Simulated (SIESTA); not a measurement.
## FeO2 under changes of volume

One of the cells (10.753 Å³/atom); the others are scaled copies at fixed shape and fractional positions:

```
Fe O
1.0
     4.63994    0.00000    0.00000
     0.00000    4.63994    0.00000
     0.00000    0.00000    2.99682
Fe O
2 4
Direct
  0.50000 0.50000 0.50000
  0.00000 0.00000 0.00000
  0.19054 0.80946 0.50000
  0.69054 0.69054 0.00000
  0.30946 0.30946 0.00000
  0.80946 0.19054 0.50000
```

The cell comes from a database or a generator and needn't be the stable form of this composition.

```yaml
Program: SIESTA 5.4.2
Functional: PBEsol
Potentials_or_basis: PseudoDojo 0.4 standard (PBEsol files)
Basis: DZP (energy shift 0.003 Ry; two zetas on semicore shells)
Grid_cutoff: 800 Ry
Energy_shift: 0.003 Ry
k_mesh: 6 × 6 × 9
Occupations: fermi-dirac, width 0.05 eV
Spin: collinear spin, ferromagnetic start
Starting_moments: "[3.0, 3.0, 0.0, 0.0, 0.0, 0.0] μB"
```

| volume (Å³/atom) | energy over the lowest point (meV/atom) | pressure (GPa) | moment (μB per cell) | largest force (eV/Å) |
| --- | --- | --- | --- | --- |
| 9.910 | 0.00 | -16.6 | 5.36 | 0.175 |
| 10.121 | 23.34 | -18.8 | 5.61 | 0.044 |
| 10.331 | 49.16 | -20.1 | 6.01 | 0.088 |
| 10.753 | 101.89 | -21.3 | 6.93 | 0.386 |
| 10.964 | 130.63 | -22.8 | 7.12 | 0.513 |
| 11.175 | ? | ? | ? | ? |

Task: What does the run at 11.175 Å³/atom give?

Result: Energy over the lowest point 161.49 meV/atom; pressure -24.3 GPa; moment 7.27 μB per cell; largest force 0.611 eV/Å.

Worked out: A Birch-Murnaghan fit of order 3 (a polynomial in V^(-2/3)) to the other rows has no minimum within the range. It gives 159.97 meV/atom at 11.175 Å³/atom, against the run's 161.49, and -dE/dV = -22.8 GPa, against -24.3. A parabola through the other rows of the moment, of slope 1.85 μB per Å³/atom there, extrapolates to 7.58 μB, against the run's 7.27. The fit is too stiff a form for this range.

Energies are extrapolated to zero smearing.

Caveats: short orbitals over semicore shells can move pressures by several GPa; the basis of atomic orbitals isn't converged, which shifts pressures, moduli and gaps; only a ferromagnetic start was run, and an antiferromagnetic order may lie lower in energy.
